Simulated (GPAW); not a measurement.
Runs of GPAW 26.7.0 on Ti3S2. Symmetry: R32, No. 155, trigonal system. The conventional cell has a = 5.426 Å, b = 5.426 Å, c = 9.713 Å, α = 90.00°, β = 90.00°, γ = 120.00°. Ti (site symmetry 2) is surrounded by 4 S at 2.42 to 2.44 Å. S (site symmetry 3) is surrounded by 6 Ti at 2.42 to 2.44 Å. The cell comes from a database or a generator and needn't be the stable form of this composition.

```csv
level,gap on the mesh (eV),pressure (GPa),relaxed volume (Å³/atom),largest force (eV/Å)
PBEsol+D4,none,0.0,15.75,0.01
PBEsol+D3(BJ)+ATM,none,-0.1,(b),0.01
PBEsol+D3(BJ),none,-0.1,15.36,0.01
PBEsol+D3,none,-0.1,(a),0.02
PBEsol,none,0.0,15.95,0.01
```

Alike in all rows: task relaxation of cell and atoms; potentials or basis PAW data sets generated in the run's folder for this functional, pw; no spin polarisation; cell relaxed; k mesh 5 × 5 × 5; cutoff (eV) 600; smearing fermi-dirac 0.05 eV.

Task: Fill in the values left out.

Result: (a) 15.60; (b) 15.46.

Caveats: later steps reuse the first step's grids; pairwise dispersion overbinds metals, which lowers pressure and volume (some runs).

A gap of «none» marks a metal or a gap under the smearing width.
